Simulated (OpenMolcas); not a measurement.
# A workflow on CH6Sn (SMILES [CH3][SnH3])

We compute the energy (HF/ANO-RCC-MB), then the energy (CASSCF(2,2)/ANO-RCC-VDZP), then the energy along one coordinate (CASPT2(2,2)/ANO-RCC-VDZP), then an energy scan (SC-NEVPT2(2,2)/ANO-RCC-VDZP), then an energy scan (MC-PDFT[tPBE](2,2)/ANO-RCC-VDZP) of CH6Sn. 

The calculation is run with OpenMolcas 26.06.

### Step 1. The system as given

CH6Sn: 8 atoms, total charge 0, spin state singlet. SMILES: `[CH3][SnH3]`. The coordinates come from a PBE0-D4/def2-TZVP relaxation.

Bond lengths: C1–Sn2 2.140 Å, C1–H3 1.090 Å, C1–H4 1.090 Å, C1–H5 1.090 Å, Sn2–H6 1.709 Å, Sn2–H7 1.709 Å, Sn2–H8 1.709 Å. Some angles: C1–Sn2–H6 110.1°, C1–Sn2–H7 110.1°, C1–Sn2–H8 110.1°, Sn2–C1–H3 110.0°, Sn2–C1–H4 110.0°, Sn2–C1–H5 110.0°, H6–Sn2–H7 108.8°, H6–Sn2–H8 108.8°, H7–Sn2–H8 108.8°, H3–C1–H4 109.0°.

### Step 2. A single-point energy at HF/ANO-RCC-MB (DKH2) (run 1)

mol.xyz reads:

```xyz
8

C      1.094500     0.367400    -0.110600
Sn    -0.919400    -0.329100     0.082100
H      1.300500     0.627700    -1.148800
H      1.789300    -0.411200     0.204000
H      1.244600     1.249200     0.512300
H     -2.012000     0.886800    -0.417500
H     -1.156700    -1.716400    -0.887800
H     -1.248700    -0.731500     1.710400
```

step1.input reads:

```
* CH6Sn Hartree-Fock
&GATEWAY
Coord=mol.xyz
Basis=ANO-RCC-MB
Group=NoSym
&SEWARD
&SCF
PrOrbitals=0
&LOCALISATION
Occupied
Freeze
Pipek-Mezey
&LOCALISATION
FileOrb=$Project.LocOrb
Virtual
Pipek-Mezey
```

Launch:

```sh
$ export MOLCAS_MEM=1860
$ pymolcas step1.input > step1.log
```

What it wrote:

```text
--- Start Module: gateway ---
[...]
--- Stop Module: gateway /rc=_RC_ALL_IS_WELL_ ---
[...]
      Basis functions           38
[...]
       Convergence after   8 Iterations
[...]
::    Total SCF energy                              -6213.6799440316
[...]
      Total spin, S                                     0.0000000000
[...]
      Total electronic charge=   62.000000
      Total            charge=   -0.000000
[...]
      Dipole Moment (debye):
      Origin of the operator (angstrom)=   -0.7045   -0.2548    0.0615
                   X=  7.5247E-01               Y=  2.6027E-01               Z= -7.2152E-02           Total=  7.9947E-01
      Quadrupole Moment (debye*angstrom):
[...]
--- Start Module: localisation ---
[...]
--- Stop Module: localisation /rc=_RC_ALL_IS_WELL_ ---
--- Start Module: localisation ---
[...]
--- Stop Module: localisation /rc=_RC_ALL_IS_WELL_ ---
[...]
```

Run time: 6 s. Hardware: 1 thread of Intel Xeon Platinum 8375C at 2.90GHz (Ice Lake), shared host; peak memory 0.41 GiB.

### Step 3. A single-point energy at CASSCF(2,2)/ANO-RCC-VDZP (DKH2, RICD fitting) (run 2)

mol.xyz is that of step 2.

step2.inp reads:

```
* CH6Sn CASSCF

&GATEWAY
 Coord
 mol.xyz
 Basis
 ANO-RCC-MB
 Group
 NoSym

&SEWARD

&RASSCF
 FileOrb
 $CurrDir/step1.LocOrb
 Spin
 1
 Nactel
 2 0 0
 Inactive
 30
 Ras2
 2
 OrbListing
 Nothing
>>> COPY $Project.RunFile RUNFIL1
>>> COPY $Project.RasOrb INPORB

&GATEWAY
 Coord
 mol.xyz
 Basis
 ANO-RCC-VDZP
 Group
 NoSym
 RICD

&SEWARD
>>> COPY $Project.RunFile RUNFIL2

&EXPBAS

&RASSCF
 FileOrb
 $Project.ExpOrb
 Spin
 1
 Nactel
 2 0 0
 Inactive
 30
 Ras2
 2
 OrbListing
 Nothing
```

Launch:

```sh
$ export MOLCAS_MEM=1860
$ pymolcas step2.inp > step2.log
```

What it wrote:

```text
--- Start Module: gateway ---
[...]
--- Stop Module: gateway /rc=_RC_ALL_IS_WELL_ ---
[...]
      Basis functions           38
[...]
      Number of active orbitals                  2
[...]
      Spin quantum number                      0.0
[...]
      Active orbitals                            2
[...]
      Number of CSFs                             3
[...]
      Number of root(s) required                 1
[...]
      Convergence after  9 iterations
[...]
      printout of CI-coefficients larger than  0.05 for root  1
      energy=   -6213.694195
      conf/sym  11     Coeff  Weight
             1  20   0.99172 0.98351
             3  02  -0.12840 0.01649
      Natural orbitals and occupation numbers for root  1
      sym 1:   1.967026   0.032974
      ************************************************************************************************************************
      *                                                    Final results                                                     *
[...]
::    RASSCF root number  1 Total energy:  -6213.69419516
[...]
      Basis functions           87
[...]
--- Start Module: expbas ---
[...]
--- Stop Module: expbas /rc=_RC_ALL_IS_WELL_ ---
--- Start Module: rasscf ---
[...]
      Convergence after 12 iterations
[...]
      Natural orbitals and occupation numbers for root  1
      sym 1:   1.974940   0.025060
      ************************************************************************************************************************
      *                                                    Final results                                                     *
[...]
::    RASSCF root number  1 Total energy:  -6213.82587983
[...]
      Total electronic charge=   62.000000
      Total            charge=   -0.000000
[...]
      Dipole Moment (debye):
      Origin of the operator (angstrom)=   -0.7045   -0.2548    0.0615
                   X=  8.4506E-01               Y=  2.9214E-01               Z= -8.0996E-02           Total=  8.9779E-01
      Quadrupole Moment (debye*angstrom):
[...]
--- Stop Module: rasscf /rc=_RC_ALL_IS_WELL_ ---
[...]
```

It took 22 s on 1 thread of Intel Xeon Platinum 8375C at 2.90GHz (Ice Lake), shared host; peak memory 0.41 GiB.

### Step 4. An energy scan at CASPT2(2,2)/ANO-RCC-VDZP (DKH2, RICD fitting, ipea shift 0.25 Eh, pt2 variant SS) (run 3)

step3.inp reads:

```
>>> COPY $CurrDir/step2.RasOrb $Project.RasOrb
>>> ForEach K in (1, 2, 3, 4, 5, 6, 7, 8, 9)

&GATEWAY
 COORD = $CurrDir/point$K.xyz
 BASIS = ANO-RCC-VDZP
 GROUP = NoSym
 RICD

&SEWARD

&RASSCF
 FILEORB = $Project.RasOrb
 SPIN = 1
 NACTEL = 2 0 0
 INACTIVE = 30
 RAS2 = 2
 ORBLISTING = Nothing

&CASPT2
 IMAGINARY = 0.2
 FROZEN = 19
>>> EndDo
```

Launch:

```sh
$ export MOLCAS_MEM=1860
$ pymolcas step3.inp > step3.log
```

What it wrote, cut to the lines that bear on the results:

```text
[...]
      Basis functions           87
[...]
      Number of active orbitals                  2
[...]
      Spin quantum number                      0.0
[...]
      Active orbitals                            2
[...]
      Number of CSFs                             3
[...]
      Number of root(s) required                 1
[...]
      Convergence after  9 iterations
[...]
      Natural orbitals and occupation numbers for root  1
      sym 1:   1.983845   0.016155
      ************************************************************************************************************************
      *                                                    Final results                                                     *
[...]
::    RASSCF root number  1 Total energy:  -6213.80323191
[...]
      E2 (Variational):          -0.5851093760
[...]
::    CASPT2 Root  1     Total energy:  -6214.38834129
[...]
      Convergence after 10 iterations
[...]
      Natural orbitals and occupation numbers for root  1
      sym 1:   1.974920   0.025080
      ************************************************************************************************************************
      *                                                    Final results                                                     *
[...]
      Convergence after 10 iterations
[...]
      Natural orbitals and occupation numbers for root  1
      sym 1:   1.566745   0.433255
      ************************************************************************************************************************
      *                                                    Final results                                                     *
[...]
      Convergence after  9 iterations
[...]
      Natural orbitals and occupation numbers for root  1
      sym 1:   1.295732   0.704268
      ************************************************************************************************************************
      *                                                    Final results                                                     *
[...]
      Convergence after  8 iterations
[...]
::    RASSCF root number  1 Total energy:  -6213.72392792
[...]
::    CASPT2 Root  1     Total energy:  -6214.27687974
[...]
      Convergence after  5 iterations
[...]
::    RASSCF root number  1 Total energy:  -6213.72348282
[...]
      E2 (Variational):          -0.5525251316
[...]
::    CASPT2 Root  1     Total energy:  -6214.27600795
[...]
```

It took 2.3 min on 1 thread of Intel Xeon Platinum 8375C at 2.90GHz (Ice Lake), shared host; peak memory 0.37 GiB.

The scan, from its lowest point:

| Sn2–C1 (Å) | energy (kJ/mol) |
| --- | --- |
| 1.926 | 42.1 |
| 2.140 | 0.0 |
| 2.354 | 26.0 |
| 2.675 | 105.0 |
| 3.102 | 206.9 |
| 3.637 | 286.2 |
| 4.279 | 323.2 |
| 5.135 | 334.7 |
| 6.419 | 337.0 |

### Step 5. The energy along one coordinate at SC-NEVPT2(2,2)/ANO-RCC-VDZP (DKH2, RICD fitting, pt2 variant SC-NEVPT2) (run 4)

step4.input reads:

```
>>> COPY $CurrDir/step2.RasOrb $Project.RasOrb
>>> ForEach K in (1, 2, 3, 4, 5, 6, 7, 8, 9)

&GATEWAY
  Coord
  $CurrDir/point$K.xyz
  Basis
  ANO-RCC-VDZP
  Group
  NoSym
  RICD

&SEWARD

&RASSCF
  FileOrb
  $Project.RasOrb
  Spin
  1
  Nactel
  2 0 0
  Inactive
  30
  Ras2
  2
  OrbListing
  Nothing

&CASPT2
  SC-NEVPT2
  Frozen
  19
>>> EndDo
```

Launch:

```sh
$ export MOLCAS_MEM=1860
$ pymolcas step4.input > step4.log
```

What it wrote, cut to the lines that bear on the results:

```text
[...]
      Basis functions           87
[...]
      Number of active orbitals                  2
[...]
      Spin quantum number                      0.0
[...]
      Active orbitals                            2
[...]
      Number of CSFs                             3
[...]
      Number of root(s) required                 1
[...]
      Convergence after  9 iterations
[...]
      Natural orbitals and occupation numbers for root  1
      sym 1:   1.983845   0.016155
      ************************************************************************************************************************
      *                                                    Final results                                                     *
[...]
::    RASSCF root number  1 Total energy:  -6213.80323191
[...]
      E2 (Variational):          -0.5827832671
[...]
::    SC-NEVPT2 Root  1     Total energy:  -6214.38590571
[...]
      Convergence after 10 iterations
[...]
      Natural orbitals and occupation numbers for root  1
      sym 1:   1.974920   0.025080
      ************************************************************************************************************************
      *                                                    Final results                                                     *
[...]
      Convergence after 10 iterations
[...]
      Natural orbitals and occupation numbers for root  1
      sym 1:   1.566745   0.433255
      ************************************************************************************************************************
      *                                                    Final results                                                     *
[...]
      Convergence after  9 iterations
[...]
      Natural orbitals and occupation numbers for root  1
      sym 1:   1.295732   0.704268
      ************************************************************************************************************************
      *                                                    Final results                                                     *
[...]
      Convergence after  8 iterations
[...]
::    RASSCF root number  1 Total energy:  -6213.72392792
[...]
::    SC-NEVPT2 Root  1     Total energy:  -6214.27471206
[...]
      Convergence after  5 iterations
[...]
::    RASSCF root number  1 Total energy:  -6213.72348282
[...]
      E2 (Variational):          -0.5502432027
[...]
::    SC-NEVPT2 Root  1     Total energy:  -6214.27372602
[...]
```

Wall time 2.3 min (1 thread of Intel Xeon Platinum 8375C at 2.90GHz (Ice Lake), shared host); peak memory 0.37 GiB.

The scan, from its lowest point:

| Sn2–C1 (Å) | energy (kJ/mol) |
| --- | --- |
| 1.926 | 44.8 |
| 2.140 | 0.0 |
| 2.354 | 23.9 |
| 2.675 | 102.0 |
| 3.102 | 206.1 |
| 3.637 | 288.2 |
| 4.279 | 325.6 |
| 5.135 | 336.7 |
| 6.419 | 339.3 |

### Step 6. An energy scan at MC-PDFT[tPBE](2,2)/ANO-RCC-VDZP (DKH2, RICD fitting) (run 5)

step5.input reads:

```
>>> COPY $CurrDir/step2.RasOrb $Project.RasOrb
>>> ForEach K in (1, 2, 3, 4, 5, 6, 7, 8, 9)

&GATEWAY
 Coord = $CurrDir/point$K.xyz
 Basis = ANO-RCC-VDZP
 Group = NoSym
 RICD

&SEWARD

&RASSCF
 FileOrb = $Project.RasOrb
 Spin = 1
 Nactel = 2 0 0
 Inactive = 30
 Ras2 = 2
 OrbListing = Nothing

&MCPDFT
 KSDFT = T:PBE
>>> EndDo
```

Launch:

```sh
$ export MOLCAS_MEM=1860
$ pymolcas step5.input > step5.log
```

What it wrote, cut to the lines that bear on the results:

```text
--- Start Module: gateway ---
[...]
      Basis functions           87
[...]
      Number of active orbitals                  2
[...]
      Spin quantum number                      0.0
[...]
      Active orbitals                            2
[...]
      Number of CSFs                             3
[...]
      Number of root(s) required                 1
[...]
      Convergence after  9 iterations
[...]
      Natural orbitals and occupation numbers for root  1
      sym 1:   1.983845   0.016155
      ************************************************************************************************************************
      *                                                    Final results                                                     *
[...]
::    RASSCF root number  1 Total energy:  -6213.80323191
[...]
::    MCPDFT root number  1 Total energy:  -6216.41487531
[...]
      Convergence after 10 iterations
[...]
      Natural orbitals and occupation numbers for root  1
      sym 1:   1.974920   0.025080
      ************************************************************************************************************************
      *                                                    Final results                                                     *
[...]
      Convergence after 10 iterations
[...]
      Natural orbitals and occupation numbers for root  1
      sym 1:   1.566745   0.433255
      ************************************************************************************************************************
      *                                                    Final results                                                     *
[...]
      Convergence after  9 iterations
[...]
      Natural orbitals and occupation numbers for root  1
      sym 1:   1.295732   0.704268
      ************************************************************************************************************************
      *                                                    Final results                                                     *
[...]
      Convergence after  8 iterations
[...]
::    RASSCF root number  1 Total energy:  -6213.72392792
[...]
::    MCPDFT root number  1 Total energy:  -6216.30497888
[...]
      Convergence after  5 iterations
[...]
::    RASSCF root number  1 Total energy:  -6213.72348282
[...]
      Total electronic charge=   62.000000
      Total            charge=   -0.000000
[...]
::    MCPDFT root number  1 Total energy:  -6216.30456641
[...]
```

It took 2.3 min on 1 thread of Intel Xeon Platinum 8375C at 2.90GHz (Ice Lake), shared host; peak memory 0.37 GiB.

The scan, from its lowest point:

| Sn2–C1 (Å) | energy (kJ/mol) |
| --- | --- |
| 1.926 | 46.5 |
| 2.140 | 0.0 |
| 2.354 | 20.5 |
| 2.675 | 93.6 |
| 3.102 | 195.7 |
| 3.637 | 282.8 |
| 4.279 | 324.3 |
| 5.135 | 335.0 |
| 6.419 | 336.1 |

### Step 7. Outcome

```
                                                         quantity           value
                               run 1, HF/ANO-RCC-MB: total energy  -6213.67994 Eh
                              run 1, HF/ANO-RCC-MB: dipole moment          0.80 D
                                run 1, HF/ANO-RCC-MB: HOMO energy       -12.26 eV
                                run 1, HF/ANO-RCC-MB: LUMO energy         5.28 eV
                              run 1, HF/ANO-RCC-MB: HOMO–LUMO gap        17.54 eV
                    run 2, CASSCF(2,2)/ANO-RCC-VDZP: total energy  -6213.82588 Eh
  run 2, CASSCF(2,2)/ANO-RCC-VDZP: dipole moment (CASSCF density)          0.90 D
       run 3, CASPT2(2,2)/ANO-RCC-VDZP: lowest energy of the scan  -6214.40436 Eh
    run 4, SC-NEVPT2(2,2)/ANO-RCC-VDZP: lowest energy of the scan  -6214.40296 Eh
run 5, MC-PDFT[tPBE](2,2)/ANO-RCC-VDZP: lowest energy of the scan  -6216.43259 Eh
```

Mulliken charges (run 1, HF/ANO-RCC-MB) run from -0.71 on C1 to +0.50 on Sn2; they depend strongly on the basis. Mulliken charges (run 2, CASSCF(2,2)/ANO-RCC-VDZP) run from -0.24 on H6 to +0.97 on Sn2; they depend strongly on the basis.
